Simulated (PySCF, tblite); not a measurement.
# C₄H₅OPS: geometry, infrared bands and NMR shifts

What infrared bands and NMR shifts should C₄H₅OPS (`CSc1occp1`) show?

Computed with tblite 0.8.0 and PySCF 2.14.0, with density-fitted response routines of our own, on a single molecule in the gas phase. Atoms count from 0, in the outputs and in this text.

## Step 1: The starting structure

12 atoms, charge 0, multiplicity 1; geometry from: force field or distance geometry start.

Bonds of the start (Å): C0–S1 1.84, S1–C2 1.79, C2–O3 1.29, O3–C4 1.27, C4–C5 1.37, C5–P6 1.92, P6–C2 1.95, C0–H7 1.09, C0–H8 1.11, C0–H9 1.12, C4–H10 1.11, C5–H11 1.09.

## Step 2: Geometry optimisation with GFN2-xTB

Job settings and geometry (Å):

```
{"job": {"kind": "relax", "xc": "GFN2-xTB", "basis": "xTB"}, "charge": 0, "multiplicity": 1}
C      2.688400    -0.001300    -0.163700
S      1.546100     0.971600     0.906400
C     -0.101100     0.373800     0.533000
O     -1.183100     0.815200     1.067900
C     -2.318700     0.343300     0.761100
C     -2.359300    -0.633300    -0.204800
P     -0.560100    -0.994000    -0.771700
H      2.633800    -1.056000     0.110800
H      2.479500     0.203700    -1.231600
H      3.699700     0.400300     0.095000
H     -3.267300     0.703600     1.215600
H     -3.256800    -1.127600    -0.579200
```

Run with:

```
> OMP_NUM_THREADS=1 python probes_run.py task.json out
```

This one command runs all jobs of the session in turn.

**Question.** This job is followed by: GFN2-xTB harmonic vibrations, gas phase; GIAO PBE0/pcSseg-1 NMR shielding, non-relativistic, gas phase. Predict these results of the whole session: strongest single infrared mode (GFN2-xTB); zero-point energy (GFN2-xTB); ¹³C shifts against TMS (PBE0/pcSseg-1); ¹H shifts against TMS (PBE0/pcSseg-1, means over atoms taken as alike); ³³S shifts against CS2 (PBE0/pcSseg-1); ¹⁷O shifts against H2O (PBE0/pcSseg-1); ³¹P shifts against H3PO4 (PBE0/pcSseg-1); surface potential, 1st and 99th percentile.

The runs gave:

| quantity | value |
| --- | --- |
| strongest single infrared mode (GFN2-xTB) | 1095 cm⁻¹, 57 km/mol |
| zero-point energy (GFN2-xTB) | 50.7 kcal/mol |
| ¹³C shifts against TMS (PBE0/pcSseg-1) | 210.0, 153.1, 130.7, 23.2 ppm |
| ¹H shifts against TMS (PBE0/pcSseg-1, means over atoms taken as alike) | 8.02, 7.23, 2.59 ppm |
| ³³S shifts against CS2 (PBE0/pcSseg-1) | 77 ppm |
| ¹⁷O shifts against H2O (PBE0/pcSseg-1) | 342.4 ppm |
| ³¹P shifts against H3PO4 (PBE0/pcSseg-1) | 93.9 ppm |
| surface potential, 1st and 99th percentile | -0.70 V and 1.19 V |

**Reading.** Relaxing lowered the energy by 1.192 eV in 32 steps; the close pair that moved most is C2–P6, from 1.945 to 1.732 Å. All 30 modes are real, so the xTB geometry is a minimum. The strongest single mode, at 1095 cm⁻¹, moves mainly C2. Unscaled tight-binding wavenumbers are off by several per cent, some by more. Its intensities can rank the bands wrongly. At PBE0/pcSseg-1: The largest span, 481 ppm, is at S1, where the paramagnetic term is -629 ppm. NICS(1)zz of -24 ppm above the planar ring from C2 marks a diatropic (aromatic) ring current. At PBE0/pcSseg-1, counted by nearest atom on the grid, the HOMO lies on S1 34 %; P6 26 %, the LUMO on C2 35 %; P6 33 %.
